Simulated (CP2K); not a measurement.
Crystal: MoSe.

```
CELL_PARAMETERS angstrom
3.47067 0.00000 0.00000
-1.73533 3.00569 0.00000
0.00000 0.00000 4.37280
ATOMIC_POSITIONS crystal
Mo 0.66667 0.33333 0.02544
Se 0.33333 0.66667 0.11843
```

The cell was built by a generator and needn't be a form met in nature.

Base run:

```yaml
Program: CP2K 2026.2
Functional: PBE
Potentials_or_basis: POTENTIAL_UZH Mo GTH-PBE-q14, Se GTH-PBE-q6; ccGRB-D basis
Density_cutoff: 6123 eV
k_mesh: 9 × 9 × 6
Occupations: fermi-dirac, width 0.05 eV
Spin: no spin polarisation
```

Its results: band gap on the k mesh none (metal or under the smearing width); pressure 78.8 GPa; largest force 6.832 eV/Å.

Question: The run is repeated on the same cell with these changes: potentials or basis from POTENTIAL_UZH Mo GTH-PBE-q14, Se GTH-PBE-q6; ccGRB-D basis to POTENTIAL_UZH Mo GTH-PBE-q14, Se GTH-PBE-q6; TZVP-MOLOPT-PBE-GTH basis; basis sets from Mo ccGRB-D-q14, Se ccGRB-D-q6 to Mo TZVP-MOLOPT-PBE-GTH-q14, Se TZVP-MOLOPT-PBE-GTH-q6. What comes out?

Answer: Band gap on the k mesh none (metal or under the smearing width); pressure 74.1 GPa; largest force 6.560 eV/Å.

Caveats: a pressure of tens of GPa on the cell as given is suspect, and the run, the potentials or the cell itself is likely at fault; this functional lacks dispersion, which binds the layers, so the pressure and a relaxed spacing across them are unreliable; the basis of atomic orbitals isn't converged, which shifts pressures, moduli and gaps; forces of over 1 eV/Å show positions far from the minimum, so gaps and moduli don't describe the material at rest.
